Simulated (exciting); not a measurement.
An input for exciting (release sodium) (AlIn):

Contents of input.xml:

```xml
<input>
  <title>AlIn</title>
  <structure speciespath="./" tshift="false">
    <crystal scale="5.771469249">
      <basevect>1.000000000001 0.000000000000 0.000000000000</basevect>
      <basevect>-0.500001637128 0.866027313835 0.000000000000</basevect>
      <basevect>0.000000000000 0.000000000000 1.908242281764</basevect>
    </crystal>
    <species speciesfile="Al.xml" rmt="2">
      <atom coord="0.000000000000 0.000000000000 0.000000000000"/>
    </species>
    <species speciesfile="In.xml" rmt="2.3">
      <atom coord="0.000000000000 0.000000000000 0.500000000000"/>
    </species>
  <groundstate do="fromscratch" ngridk="6 6 3" rgkmax="6.8" gmaxvr="14" lmaxapw="10" lmaxmat="10" lmaxvr="8" xctype="GGA_PBE" stype="Methfessel-Paxton 1" swidth="0.00036749" nempty="46" ValenceRelativity="iora*" epsengy="1e-05" epspot="1e-05" maxscl="75" outputlevel="normal">
    <spin spinorb="true"/>
  </groundstate>
  <properties>
    <bandstructure>
      <plot1d>
        <path steps="60">
          <point coord="0 0 0" label="G"/>
          <point coord="0.5 0 0" label="M"/>
          <point coord="0.3333333333 0.3333333333 0" label="K"/>
          <point coord="0 0 0" label="G"/>
          <point coord="0 0 0.5" label="A"/>
          <point coord="0.5 0 0.5" label="L"/>
          <point coord="0.3333333333 0.3333333333 0.5" label="H"/>
          <point coord="0 0 0.5" label="A" breakafter="true"/>
          <point coord="0.5 0 0.5" label="L"/>
          <point coord="0.5 0 0" label="M" breakafter="true"/>
          <point coord="0.3333333333 0.3333333333 0" label="K"/>
          <point coord="0.3333333333 0.3333333333 0.5" label="H"/>
        </path>
      </plot1d>
    </bandstructure>
    <TSvdW/>
  </properties>
</input>
```

Potentials or basis: all-electron LAPW+lo, shipped species files, valence relativity iora*.

Run with:

```console
$ OMP_NUM_THREADS=1 exciting_smp
```

Task: What does the program do with it?

Result: The run stopped without a result. It printed:

Output:

```text
### Could not open input.xml file.
 ### Check if file exists and if it is valid XML.
```
